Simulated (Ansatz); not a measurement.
**ClH₅OSSi₂: small, medium and large basis sets**

One table from this session's results is given with a row withheld; the runs are named, their logs left out.

Method: one geometry, several basis sets; program: Ansatz 0.2.0, Gaussian basis.

Levels to be run: PBE0-D4/def2-SVP; ωB97M-V/def2-SVP; PBE0-D4/def2-QZVPP; ωB97M-V/def2-QZVPP; the functionals' def2-TZVPP values are taken from earlier runs.

### The geometry

All runs share one geometry, relaxed beforehand with PBE0-D4 in a triple-zeta def2 set.

SMILES `O[Si]([SiH3])(S)Cl`, 10 atoms, charge 0, spin multiplicity 1.

Atoms are counted from 1 here; the program's logs count them from 0.

Bond lengths: O1–Si2 1.634 Å, O1–H6 0.961 Å, Si2–Si3 2.331 Å, Si2–S4 2.138 Å, Si2–Cl5 2.067 Å, Si3–H7 1.486 Å, Si3–H8 1.486 Å, Si3–H9 1.486 Å, S4–H10 1.343 Å. Angles: Si2–O1–H6 118.0°, O1–Si2–Si3 108.0°, O1–Si2–S4 107.5°, O1–Si2–Cl5 111.3°, Si3–Si2–S4 114.0°, Si3–Si2–Cl5 108.4°, S4–Si2–Cl5 107.7°, Si2–Si3–H7 110.5°, Si2–Si3–H8 107.8°, Si2–Si3–H9 109.5°, H7–Si3–H8 109.6°, H7–Si3–H9 109.9°, H8–Si3–H9 109.5°, Si2–S4–H10 93.8°.

Set-up of the first run:

Contents of in.yaml:

```yaml
crystal:
  periodic: [false, false, false]
  atoms:
    - {symbol: O, position_ang: [-1.149399, 0.813806, 1.433893]}
    - {symbol: Si, position_ang: [-0.427870, 0.506173, 0.000872]}
    - {symbol: Si, position_ang: [1.327988, -0.978183, 0.382921]}
    - {symbol: S, position_ang: [-1.926969, -0.243346, -1.326381]}
    - {symbol: Cl, position_ang: [0.346291, 2.230299, -0.836135]}
    - {symbol: H, position_ang: [-1.921707, 1.384917, 1.436362]}
    - {symbol: H, position_ang: [2.336710, -0.370254, 1.288787]}
    - {symbol: H, position_ang: [1.957583, -1.285220, -0.927839]}
    - {symbol: H, position_ang: [0.797404, -2.229635, 0.982652]}
    - {symbol: H, position_ang: [-1.256930, 0.120140, -2.432334]}
basis:
  gaussian: {orbitals: def2-SVP}
hamiltonian: {xc: pbe0, dispersion: d4}
output: {orbitals: {seedname: orbitals}}
```

Steps of the session up to this table: PBE0-D4 in def2-SVP; ωB97M-V in def2-SVP; PBE0-D4 in def2-QZVPP; ωB97M-V in def2-QZVPP.

One table of the session follows, with a row left open; its other results are not shown here.

It belongs to the step «Functionals by basis». 

| functional | basis | HOMO (eV) |
| --- | --- | --- |
| PBE0-D4 | def2-SVP | -7.55 |
| PBE0-D4 | def2-TZVPP | -7.67 |
| PBE0-D4 | def2-QZVPP | -7.70 |
| ωB97M-V | def2-SVP | -9.61 |
| ωB97M-V | def2-TZVPP | ? |
| ωB97M-V | def2-QZVPP | -9.81 |

Estimate the missing values for ωB97M-V, def2-TZVPP.

**Answer.** HOMO (eV): -9.76. In the column «HOMO (eV)» it lies between ωB97M-V, def2-QZVPP (-9.81) and ωB97M-V, def2-SVP (-9.61).
